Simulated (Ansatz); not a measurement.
**C2H6AlFO: one species, many methods**

One table from this session's results is given with a row withheld; the runs are named, their logs left out.

Method: functionals in def2-TZVPP, the program's frozen cores in correlated methods; program: Ansatz 0.2.0, Gaussian basis.

The runs, in order: PBE-D4, r2SCAN-D4, PBE0-D4, B3LYP-D4, ωB97X-V, ωB97M-V, B2PLYP; CCSD(T)/def2-TZVPP; MP2/def2-QZVPP; extrapolation to the limit.

## Structure used throughout

All runs share one geometry, relaxed beforehand with PBE0-D4 in a triple-zeta def2 set.

SMILES `CO[CH2][AlH][F]`, 11 atoms, charge 0, spin multiplicity 1.

Atoms are counted from 1 here; the program's logs count them from 0.

Bond lengths: C1–O2 1.395 Å, C1–H6 1.100 Å, C1–H7 1.090 Å, C1–H8 1.105 Å, O2–C3 1.420 Å, C3–Al4 1.977 Å, C3–H9 1.101 Å, C3–H10 1.097 Å, Al4–F5 1.654 Å, Al4–H11 1.579 Å. Angles: O2–C1–H6 111.7°, O2–C1–H7 108.0°, O2–C1–H8 111.8°, H6–C1–H7 109.2°, H6–C1–H8 107.8°, H7–C1–H8 108.3°, C1–O2–C3 111.7°, O2–C3–Al4 111.2°, O2–C3–H9 110.9°, O2–C3–H10 106.5°, Al4–C3–H9 113.7°, Al4–C3–H10 108.6°, H9–C3–H10 105.4°, C3–Al4–F5 118.0°, C3–Al4–H11 124.7°, F5–Al4–H11 117.2°.

As a file:

```mol
C2H6AlFO
  3D, bonds by distance, orders not assigned

 11 10  0  0  0  0  0  0  0  0999 V2000
   -0.5792    0.3173    1.4573 C   0  0
    0.5225    0.8181    0.7631 O   0  0
    0.3471    0.7201   -0.6425 C   0  0
    0.5508   -1.1469   -1.2595 Al  0  0
    0.2636   -1.4720   -2.8557 F   0  0
   -1.4908    0.8930    1.2415 H   0  0
   -0.3618    0.3776    2.5240 H   0  0
   -0.7786   -0.7390    1.2024 H   0  0
   -0.5992    1.1888   -0.9543 H   0  0
    1.1382    1.3277   -1.0983 H   0  0
    1.0528   -2.3417   -0.3575 H   0  0
  1  2  8  0
  2  3  8  0
  3  4  8  0
  4  5  8  0
  1  6  8  0
  1  7  8  0
  1  8  8  0
  3  9  8  0
  3 10  8  0
  4 11  8  0
M  END
```

Set-up of the first run:

in.yaml reads:

```yaml
crystal:
  periodic: [false, false, false]
  atoms:
    - {symbol: C, position_ang: [-0.579224, 0.317341, 1.457323]}
    - {symbol: O, position_ang: [0.522466, 0.818103, 0.763097]}
    - {symbol: C, position_ang: [0.347083, 0.720094, -0.642463]}
    - {symbol: Al, position_ang: [0.550825, -1.146905, -1.259477]}
    - {symbol: F, position_ang: [0.263553, -1.472012, -2.855666]}
    - {symbol: H, position_ang: [-1.490773, 0.893043, 1.241496]}
    - {symbol: H, position_ang: [-0.361842, 0.377580, 2.523987]}
    - {symbol: H, position_ang: [-0.778553, -0.738967, 1.202353]}
    - {symbol: H, position_ang: [-0.599169, 1.188846, -0.954321]}
    - {symbol: H, position_ang: [1.138211, 1.327721, -1.098253]}
    - {symbol: H, position_ang: [1.052823, -2.341746, -0.357474]}
basis:
  gaussian: {orbitals: def2-TZVPP}
hamiltonian: {xc: pbe, dispersion: d4}
output: {forces: true, orbitals: {seedname: orbitals}}
```

On the command line:

```
> ansatz run in.yaml --threads 4 --pin off --events-out ev --progress --plain --max-ram 10444MiB
```

Among the steps run: PBE-D4 (GGA); r2SCAN-D4 (meta-GGA); PBE0-D4 (hybrid); B3LYP-D4 (hybrid); ωB97X-V (range-separated); ωB97M-V (range-separated); B2PLYP (double hybrid); CCSD(T) in def2-TZVPP; MP2 in def2-QZVPP.

One of the session's tables, all rows but one given; the rest of the session is left out.

```
            method  atomisation energy (kcal/mol)
            PBE-D4                          981.0
         r2SCAN-D4                          967.4
           PBE0-D4                          961.5
          B3LYP-D4                          963.4
           ωB97X-V                          967.0
           ωB97M-V                          967.4
            B2PLYP                          955.4
     HF/def2-TZVPP                          704.5
    MP2/def2-TZVPP                              ?
   CCSD/def2-TZVPP                          928.9
CCSD(T)/def2-TZVPP                          942.3
           MP2/CBS                          985.6
       CCSD(T)/CBS                          967.3
```

Estimate the missing values for MP2/def2-TZVPP.

**Answer.** atomisation energy (kcal/mol): 960.6. In the column «atomisation energy (kcal/mol)» it lies between B2PLYP (955.4) and PBE0-D4 (961.5).
